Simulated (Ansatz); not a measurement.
# Be4Te: from a guess to a relaxed structure

Aim: relax a trial structure of Be4Te and see where it ends.

Method: DFT PBE, scalar-relativistic, plane waves, PAW, in Ansatz 0.2.0.

### Step 1. The system as given

Symmetry: I-43m, No. 217, cubic system. The conventional cell has a = 5.112 Å, b = 5.112 Å, c = 5.112 Å, α = 90.00°, β = 90.00°, γ = 90.00°. Around Be (site symmetry 3m) lie 2 Te at 1.98 to 2.45 Å. Te (site symmetry -43m) is surrounded by 8 Be at 1.98 to 2.45 Å.

Structure file:

```
Be Te
1.0
    -2.55587    2.55587    2.55587
     2.55587   -2.55587    2.55587
     2.55587    2.55587   -2.55587
Be Te
4 1
Direct
  0.55352 0.55352 0.55352
  0.00000 0.00000 0.44648
  0.00000 0.44648 0.00000
  0.44648 0.00000 0.00000
  0.00000 0.00000 0.00000
```

The cell is invented: random cell by space group and Wyckoff sites (I-43m, No. 217). Its size is a rough estimate.

### Step 2. The guess as it stands, on a coarse mesh

input.yaml reads:

```yaml
crystal:
  lattice:
    - [-2.55587339, 2.55587339, 2.55587339]
    - [2.55587339, -2.55587339, 2.55587339]
    - [2.55587339, 2.55587339, -2.55587339]
  atoms:
    - { symbol: Be, position: [0.55352263, 0.55352263, 0.55352263] }
    - { symbol: Be, position: [0.0, 0.0, 0.44647737] }
    - { symbol: Be, position: [0.0, 0.44647737, 0.0] }
    - { symbol: Be, position: [0.44647737, 0.0, 0.0] }
    - { symbol: Te, position: [0.0, 0.0, 0.0] }
basis:
  ecutwfc: 420
kpoints:
  mp_grid: { grid: [6, 6, 6] }
hamiltonian:
  xc: pbe
scf:
  occupations: { method: gaussian, width: 0.1 }
  lower_state_search: "off"
output:
  forces: true
  stress: true
  eigenvalues: true
```

Run with:

```
$ ansatz run input.yaml --threads 1 --pin off --max-ram 2048MiB --backend cpu --events-out ev --progress --plain --runs-dir out
```

The session goes on with these runs: rough relaxation on the coarse mesh; full relaxation.

Before running it: what results should come out? Wanted: conventional cell; volume; energy over the elements; gap on the mesh.

**Answer**, as computed:

```
                              quantity                                                                      value
symmetry at the end (tolerance 0.05 Å)                                                space group Im-3m (No. 229)
                     conventional cell  a = 5.559 Å, b = 5.559 Å, c = 5.559 Å, α = 90.00°, β = 90.00°, γ = 90.00°
                                volume                                                              17.18 Å³/atom
              energy over the elements                                                              +1.35 eV/atom
                       gap on the mesh                                                               none (metal)
```

The symmetry goes from space group I-43m (No. 217) to space group Im-3m (No. 229), and the volume per atom grows by 28.6 % from the first guess. With a positive formation energy it can't be a ground state. No finished test with a distortion of lower symmetry is shown, so the end may be a saddle point. The runs treat Te without spin-orbit coupling.
